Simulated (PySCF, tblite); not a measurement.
# C5H11NO2Si2: geometry, infrared bands and NMR shifts

Wanted: the infrared bands and NMR shifts of C5H11NO2Si2 (`C#C[SiH2]N(C)[SiH]1OCCO1`), by calculation.

Computed with tblite 0.8.0 and PySCF 2.14.0, with density-fitted response routines of our own, on a single molecule in the gas phase. Atoms count from 0, in the outputs and in this text.

**1. The starting structure**

21 atoms, charge 0, multiplicity 1; geometry from: force field or distance geometry start.

Bonds of the start (Å): C0–C1 1.22, C1–Si2 1.81, Si2–N3 1.76, N3–C4 1.46, N3–Si5 1.76, Si5–O6 1.71, O6–C7 1.38, C7–C8 1.48, C8–O9 1.38, O9–Si5 1.74, C0–H10 1.06, Si2–H11 1.48, Si2–H12 1.45, C4–H13 1.10, C4–H14 1.11, C4–H15 1.10, Si5–H16 1.45, C7–H17 1.12, C7–H18 1.11, C8–H19 1.10, C8–H20 1.12.

**2. Geometry optimisation with GFN2-xTB**

What the job is given:

```
{"job": {"kind": "relax", "xc": "GFN2-xTB", "basis": "xTB"}, "charge": 0, "multiplicity": 1}
C      4.115200     1.520000     1.451900
C      3.301900     1.218600     0.594300
Si     2.103800     0.748400    -0.683300
N      0.875500    -0.241700     0.092100
C      1.191400    -1.671900     0.082000
Si    -0.763300    -0.108300    -0.549300
O     -1.584400     1.327200    -0.122200
C     -2.843000     0.888400     0.252400
C     -2.961900    -0.582900     0.155400
O     -1.747200    -1.184400     0.404500
H      4.799100     1.801400     2.214400
H      1.585700     2.036600    -1.201900
H      2.805300    -0.004300    -1.707600
H      2.065900    -1.917700     0.703900
H      0.250900    -2.163100     0.409300
H      1.322700    -1.960200    -0.969700
H     -0.884500    -0.360800    -1.970000
H     -3.552100     1.343200    -0.484600
H     -3.162000     1.213800     1.266000
H     -3.256100    -0.901900    -0.856100
H     -3.671900    -0.983700     0.917900
```

Launch:

```bash
> OMP_NUM_THREADS=1 python probes_run.py task.json out
```

The driver reads the jobs from task.json and runs them one after another.

**Question.** This job is followed by: GFN2-xTB harmonic vibrations, gas phase; GIAO PBE0/pcSseg-1 NMR shielding, non-relativistic, gas phase. Predict these results of the whole session: strongest single infrared mode (GFN2-xTB); zero-point energy (GFN2-xTB); 13C shifts against TMS (PBE0/pcSseg-1, means over atoms taken as alike); 1H shifts against TMS (PBE0/pcSseg-1, means over atoms taken as alike); 29Si shifts against TMS (PBE0/pcSseg-1); 15N shifts against NH3 (PBE0/pcSseg-1); 17O shifts against H2O (PBE0/pcSseg-1, means over atoms taken as alike); surface potential, 1st and 99th percentile.

The runs gave:

| quantity | value |
| --- | --- |
| strongest single infrared mode (GFN2-xTB) | 963 cm⁻¹, 493 km/mol |
| zero-point energy (GFN2-xTB) | 95.0 kcal/mol |
| 13C shifts against TMS (PBE0/pcSseg-1, means over atoms taken as alike) | 105.4, 86.2, 65.1, 31.0 ppm |
| 1H shifts against TMS (PBE0/pcSseg-1, means over atoms taken as alike) | 5.11, 4.73, 4.20, 4.12, 2.98, 2.02 ppm |
| 29Si shifts against TMS (PBE0/pcSseg-1) | -13.0, -55.7 ppm |
| 15N shifts against NH3 (PBE0/pcSseg-1) | 28.8 ppm |
| 17O shifts against H2O (PBE0/pcSseg-1, means over atoms taken as alike) | 44.5 ppm |
| surface potential, 1st and 99th percentile | -1.42 V and 1.45 V |

**Reading.** The optimisation took 266 steps and gained 1.031 eV; among the close pairs (by a distance rule), Si5–O9 changed most, from 1.742 to 1.637 Å. All 57 modes are real, so the xTB geometry is a minimum. Unscaled tight-binding wavenumbers are off by several per cent, some by more. Its intensities can rank the bands wrongly. At PBE0/pcSseg-1: Shielding is most anisotropic at C1 (span 286 ppm, paramagnetic term -159 ppm).
